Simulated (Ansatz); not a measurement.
# ZrHg: the cost of one run

Computed with Ansatz 0.2.0 (DFT LDA, scalar-relativistic, plane waves, PAW, unless a step's input says otherwise).

### 1 Starting point

It takes space group P4/mmm (No. 123, tetragonal). Conventional cell: a = 3.147 Å, b = 3.147 Å, c = 4.170 Å, α = 90.00°, β = 90.00°, γ = 90.00°. Zr (site symmetry 4/mmm) has 8 Hg at 3.05 Å and 4 Zr at 3.15 Å as nearest neighbours. Hg (site symmetry 4/mmm) is surrounded by 8 Zr at 3.05 Å and 4 Hg at 3.15 Å.

As a file:

```cif
data_structure
_symmetry_space_group_name_H-M 'P 1'
_symmetry_Int_Tables_number 1
_cell_length_a 3.1470
_cell_length_b 3.1470
_cell_length_c 4.1700
_cell_angle_alpha 90.000
_cell_angle_beta 90.000
_cell_angle_gamma 90.000
_cell_volume 41.30
loop_
_atom_site_label
_atom_site_type_symbol
_atom_site_fract_x
_atom_site_fract_y
_atom_site_fract_z
_atom_site_occupancy
Zr1 Zr 0.50000 0.50000 0.50000 1
Hg1 Hg 0.00000 0.00000 0.00000 1
```

Source of the structure: the Crystallography Open Database.

(A quick probe on a coarse mesh, which set the mesh and smearing, is not shown.)

### 3 The relaxation

Contents of input.yaml:

```yaml
crystal:
  lattice:
    - [3.147, 0.0, 0.0]
    - [0.0, 3.147, 0.0]
    - [0.0, 0.0, 4.17]
  atoms:
    - { symbol: Zr, position: [0.5, 0.5, 0.5] }
    - { symbol: Hg, position: [0.0, 0.0, 0.0] }
basis:
  ecutwfc: 420
kpoints:
  mp_grid: { grid: [14, 14, 10] }
hamiltonian:
  xc: lda
scf:
  occupations: { method: gaussian, width: 0.1 }
output:
  forces: true
  stress: true
  eigenvalues: true
  write_density: true
  write_potential: true
  elf: true
  volumetric_format: npy
relax:
  adjacent_minimum: "off"
  f_tol: 0.005
  max_steps: 80
  cell: { stress_tol: 0.05 }
```

Command:

```
$ ansatz run input.yaml --threads 1 --pin off --max-ram 2560MiB --backend cpu --events-out ev --progress --plain --runs-dir out
```

**Question.** How long does this run take on 1 thread of an Arm CPU, shared host, and how much memory does it need?

About 70 s, with a peak of 0.44 GiB.
